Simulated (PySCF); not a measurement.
# C2H5NO2Si: the cost of one run

Programs: PySCF 2.14.0, with density-fitted response routines of our own. Each step states its level of theory. These are calculated values for one molecule in the gas phase, unless marked as measured. Atoms are numbered from 0 throughout.

### Step 1. The molecule as given

11 atoms, charge 0, multiplicity 1; geometry from: GFN2-xTB. The atoms were then displaced at random by about 0.01 Å, so the start is not that level's minimum.

Bonds of the start (Å): N0–C1 1.34, C1–O2 1.20, C1–Si3 1.89, Si3–C4 1.95, C4–O5 1.21, N0–H6 1.00, N0–H7 1.03, Si3–H8 1.47, Si3–H9 1.48, C4–H10 1.11.

### Step 2. Geometry optimisation at PBE0-D3(BJ)/def2-SVP

Job settings and geometry (Å):

```
{"job": {"xc": "PBE0", "basis": "def2-SVP", "d3": "d3bj", "grid": 1, "shake": 0.01, "kind": "geom"}, "charge": 0, "multiplicity": 1}
N      1.587080     0.430570    -0.761050
C      1.214200    -0.226620     0.341660
O      2.017200    -0.696670     1.104050
Si    -0.628350    -0.395490     0.710390
C     -1.637390     0.126930    -0.873120
O     -1.144570     0.734560    -1.793320
H      2.553380     0.569150    -0.990930
H      0.882930     0.801340    -1.415040
H     -1.022300    -1.772620     1.047700
H     -1.061730     0.526590     1.784170
H     -2.722330    -0.123570    -0.901690
```

The run is started by

```
OMP_NUM_THREADS=1 python probes_run.py task.json out
```

This one command runs all jobs of the session in turn.

Q: Estimate the wall time and peak memory of this first job on 1 thread of Arm Neoverse N1, shared host.

About 95 s, with a peak of 0.47 GiB.
